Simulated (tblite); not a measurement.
# C7H17NSi: the cost of one run

Programs: tblite 0.8.0 and PySCF 2.14.0, with density-fitted response routines of our own. Each step states its level of theory. These are calculated values for one molecule in the gas phase, unless marked as measured. Atoms count from 0, in the outputs and in this text.

### Step 1. Starting geometry

26 atoms, charge 0, multiplicity 1; geometry from: force field or distance geometry start.

Bonds of the start (Å): C0–N1 1.45, N1–C2 1.50, C2–C3 1.53, C2–Si4 2.06, Si4–C5 1.85, C2–C6 1.53, C6–C7 1.52, C7–C8 1.50, C8–C6 1.51, C0–H9 1.10, C0–H10 1.10, C0–H11 1.10, N1–H12 1.00, C3–H13 1.10, C3–H14 1.10, C3–H15 1.11, Si4–H16 1.50, Si4–H17 1.49, C5–H18 1.10, C5–H19 1.10, C5–H20 1.10, C6–H21 1.08, C7–H22 1.09, C7–H23 1.08, C8–H24 1.08, C8–H25 1.10.

### Step 2. Relaxing the molecule with GFN2-xTB

Job settings and geometry (Å):

```
{"job": {"kind": "relax", "xc": "GFN2-xTB", "basis": "xTB"}, "charge": 0, "multiplicity": 1}
C     -2.517000    -1.176100    -0.356000
N     -1.274000    -0.963600    -1.068800
C     -0.154500    -0.419500    -0.240700
C      0.163900    -1.289600     0.972500
Si     1.464700    -0.522900    -1.517500
C      2.933600     0.254700    -0.706600
C     -0.434300     1.059800     0.049400
C      0.271600     1.817600     1.165700
C     -1.197200     1.513500     1.275000
H     -2.432600    -1.896200     0.464900
H     -3.261700    -1.590700    -1.056200
H     -2.946300    -0.242900     0.033000
H     -1.440600    -0.365600    -1.856600
H      0.318700    -2.345100     0.687800
H      1.078500    -0.963000     1.486100
H     -0.635100    -1.276300     1.743100
H      1.103500     0.224200    -2.762000
H      1.732400    -1.955400    -1.843800
H      3.179000    -0.244700     0.243000
H      3.824300     0.194900    -1.344300
H      2.756800     1.318900    -0.482300
H     -0.626400     1.621800    -0.858100
H      0.566800     2.846000     0.976900
H      0.929000     1.286600     1.834600
H     -1.516700     0.797800     2.018400
H     -1.907300     2.338600     1.155600
```

The run is started by

```
$ OMP_NUM_THREADS=1 python probes_run.py task.json out
```

One launch serves the whole session: the jobs run in the order shown.

Q: Estimate the wall time of this first job on 1 thread of Arm Neoverse N1, shared host.

About 1.4 s.
